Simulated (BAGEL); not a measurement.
# BCNCl2 (BCl2(CN)) at B3LYP/6-31G(d) (density fitting with qzvpp-jkfit, spherical functions)

What is the energy change on altering one bond length of BCNCl2 (BCl2(CN)) at B3LYP/6-31G* (density fitting with qzvpp-jkfit, spherical functions)? 

The results are computed with BAGEL 1.2.2.

3 further runs of the same task are left out: 1 that didn't finish, 2 set aside as unsound or not needed.

### 1 The structure to begin with

BCNCl2: 5 atoms, total charge 0, spin state singlet. As SMILES, `N#CB(Cl)Cl`. The coordinates come from a GFN2-xTB relaxation.

Bond lengths: B1–Cl2 1.711 Å, B1–Cl3 1.712 Å, B1–C4 1.530 Å, C4–N5 1.147 Å. Angles: Cl2–B1–Cl3 121.4°, Cl2–B1–C4 119.4°, Cl3–B1–C4 119.3°, B1–C4–N5 179.9°.

### 2 A single-point energy at B3LYP/6-31G(d) (density fitting with qzvpp-jkfit, spherical functions)

The input, input.json:

```json
{ "bagel" : [

{
  "title" : "molecule",
  "basis" : "6-31gs.json",
  "df_basis" : "qzvpp-jkfit",
  "angstrom" : true,
  "geometry" : [
    { "atom" : "B", "xyz" : [       0.253340,       0.438150,       0.006010 ] },
    { "atom" : "Cl", "xyz" : [       1.963610,       0.419120,       0.054330 ] },
    { "atom" : "Cl", "xyz" : [      -0.620890,       1.910200,      -0.020890 ] },
    { "atom" : "C", "xyz" : [      -0.511540,      -0.887200,      -0.013590 ] },
    { "atom" : "N", "xyz" : [      -1.084520,      -1.880260,      -0.025860 ] }
  ]
},

{
  "title" : "ks",
  "xc_func" : "b3lyp"
},

{
  "title" : "print",
  "file" : "orbitals.molden",
  "orbitals" : true
}

]}
```

The basis set 6-31G* is read from a file made from the Basis Set Exchange's data (not shown).

The run is started by

```
$ BAGEL_NUM_THREADS=1 BAGEL input.json > input.out
```

Standard output:

```text
* using 1 threads per process

  ===============================================================
  ===============================================================

  *** Geometry ***

  { "atom" : "B", "xyz" : [      0.478743,      0.827984,      0.011357 ] },
  { "atom" : "Cl", "xyz" : [      3.710685,      0.792022,      0.102669 ] },
  { "atom" : "Cl", "xyz" : [     -1.173312,      3.609755,     -0.039476 ] },
  { "atom" : "C", "xyz" : [     -0.966671,     -1.676565,     -0.025681 ] },
  { "atom" : "N", "xyz" : [     -2.049446,     -3.553176,     -0.048868 ] },

  Number of auxiliary basis functions:      483

  Since a DF basis is specified, we compute 2- and 3-index integrals:
    o Being stored without compression. Storage requirement is 0.024 GB

  Number of basis functions:       78
  Number of electrons      :       52

    * METHOD: MOLECULE                             0.23

  *** Kohn-Sham DFT ***

    * Removing 8986 points whose weight is below 1.00e-10
    * Grid points: 65544

  === Nuclear Repulsion ===
   212.0119779631

       - DIIS with orbital gradients will be used.

  === KS iteration (b3lyp / 6-31gs.json) ===
      0       -995.87974546          0.14609281           0.31
      1       -933.09037965          0.17707439           0.28
      2       -994.69078632          0.11850813           0.33
      3      -1015.02956059          0.15276395           0.29
      4      -1037.68981388          0.02885483           0.30
      5      -1031.21593930          0.07930614           0.30
      6      -1032.84200711          0.07594935           0.37
      7      -1037.56471073          0.03357918           0.28
      8      -1038.12298741          0.00828953           0.28
      9      -1038.15141192          0.00474019           0.29
     10      -1038.15633911          0.00292201           0.28
     11      -1038.16015978          0.00007862           0.28
     12      -1038.16016341          0.00003383           0.29
     13      -1038.16016399          0.00001096           0.28
     14      -1038.16016408          0.00000341           0.30
     15      -1038.16016409          0.00000172           0.35
     16      -1038.16016409          0.00000093           0.28
     17      -1038.16016409          0.00000010           0.28
     18      -1038.16016409          0.00000006           0.27
     19      -1038.16016409          0.00000002           0.28
     20      -1038.16016409          0.00000001           0.29
    * SCF iteration converged.

    * Permanent dipole moment:
           (   -0.439287,    -0.756306,    -0.010001) a.u.

    * METHOD: KS                                   6.59

    * METHOD: PRINT                                0.02

  ===============================================================
```

It took 7.2 s on 1 thread of AMD EPYC 7B13 (Zen 3), shared host; peak memory 0.28 GiB.

### 3 The distorted shape, same level

The input, input.json:

```json
{ "bagel" : [

{
  "title" : "molecule",
  "basis" : "6-31gs.json",
  "df_basis" : "qzvpp-jkfit",
  "angstrom" : true,
  "geometry" : [
    { "atom" : "B", "xyz" : [      -0.003183,       0.441004,      -0.001238 ] },
    { "atom" : "Cl", "xyz" : [       1.963610,       0.419120,       0.054330 ] },
    { "atom" : "Cl", "xyz" : [      -0.877413,       1.913054,      -0.028138 ] },
    { "atom" : "C", "xyz" : [      -0.768063,      -0.884346,      -0.020838 ] },
    { "atom" : "N", "xyz" : [      -1.341043,      -1.877406,      -0.033108 ] }
  ]
},

{ "title" : "ks", "xc_func" : "b3lyp" },

{ "title" : "print", "file" : "orbitals.molden", "orbitals" : true }

]}
```

The basis set 6-31G* is read from a file made from the Basis Set Exchange's data (not shown).

The run is started by

```
$ BAGEL_NUM_THREADS=1 BAGEL input.json > input.out
```

Standard output:

```text
* using 1 threads per process

  ===============================================================
  ===============================================================

  *** Geometry ***

  { "atom" : "B", "xyz" : [     -0.006015,      0.833377,     -0.002339 ] },
  { "atom" : "Cl", "xyz" : [      3.710685,      0.792022,      0.102669 ] },
  { "atom" : "Cl", "xyz" : [     -1.658070,      3.615148,     -0.053173 ] },
  { "atom" : "C", "xyz" : [     -1.451429,     -1.671172,     -0.039378 ] },
  { "atom" : "N", "xyz" : [     -2.534204,     -3.547783,     -0.062565 ] },

  Number of auxiliary basis functions:      483

  Since a DF basis is specified, we compute 2- and 3-index integrals:
    o Being stored without compression. Storage requirement is 0.024 GB

  Number of basis functions:       78
  Number of electrons      :       52

    * METHOD: MOLECULE                             0.23

  *** Kohn-Sham DFT ***

    * Removing 8715 points whose weight is below 1.00e-10
    * Grid points: 65815

  === Nuclear Repulsion ===
   202.6763562858

       - DIIS with orbital gradients will be used.

  === KS iteration (b3lyp / 6-31gs.json) ===
      0       -986.47475275          0.13663729           0.29
      1       -784.74257908          0.18424766           0.27
      2       -883.35903606          0.08684344           0.35
      3       -954.49797061          0.23144366           0.27
      4       -973.38945442          0.18229946           0.29
      5       -976.48814604          0.16342266           0.28
      6       -980.76553428          0.15709438           0.30
      7       -952.67635175          0.25548582           0.30
      8       -980.83940107          0.12903618           0.28
      9      -1023.71552011          0.10159802           0.30
     10      -1031.22500433          0.07857490           0.31
     11      -1037.78976965          0.01887795           0.29
     12      -1037.20816117          0.03703470           0.28
     13      -1038.12101289          0.00661799           0.27
     14      -1038.11913210          0.00876665           0.27
     15      -1038.14270220          0.00256578           0.27
     16      -1038.14568419          0.00052683           0.28
     17      -1038.14584835          0.00017566           0.27
     18      -1038.14586216          0.00002480           0.28
     19      -1038.14586251          0.00001055           0.29
     20      -1038.14586259          0.00000456           0.29
     21      -1038.14586261          0.00000191           0.28
     22      -1038.14586261          0.00000050           0.29
     23      -1038.14586261          0.00000008           0.28
     24      -1038.14586261          0.00000006           0.28
     25      -1038.14586261          0.00000003           0.27
     26      -1038.14586261          0.00000001           0.27
     27      -1038.14586261          0.00000000           0.28
    * SCF iteration converged.

    * Permanent dipole moment:
           (    0.050808,    -0.777267,     0.003809) a.u.

    * METHOD: KS                                   8.37

    * METHOD: PRINT                                0.02

  ===============================================================
```

Wall time 9 s (1 thread of AMD EPYC 7B13 (Zen 3), shared host); peak memory 0.28 GiB.

### 4 Results

Level: B3LYP/6-31G* (density fitting with qzvpp-jkfit, spherical functions).

```
                                                          quantity           value
                                         first shape: total energy  -1038.16016 Eh
                                        first shape: dipole moment          2.22 D
                                          first shape: HOMO energy        -9.35 eV
                                          first shape: LUMO energy        -3.03 eV
                                        first shape: HOMO–LUMO gap         6.33 eV
                                     distorted shape: total energy  -1038.14586 Eh
                                    distorted shape: dipole moment          1.98 D
                                      distorted shape: HOMO energy        -9.18 eV
                                      distorted shape: LUMO energy        -3.47 eV
                                    distorted shape: HOMO–LUMO gap         5.71 eV
energy change with the B1–Cl2 bond stretched from 1.711 to 1.968 Å        0.389 eV
```

With the B1–Cl2 bond stretched from 1.711 to 1.968 Å the energy rises by 0.39 eV (37.5 kJ/mol). The first shape isn't relaxed at this level, so the change isn't measured from a minimum.
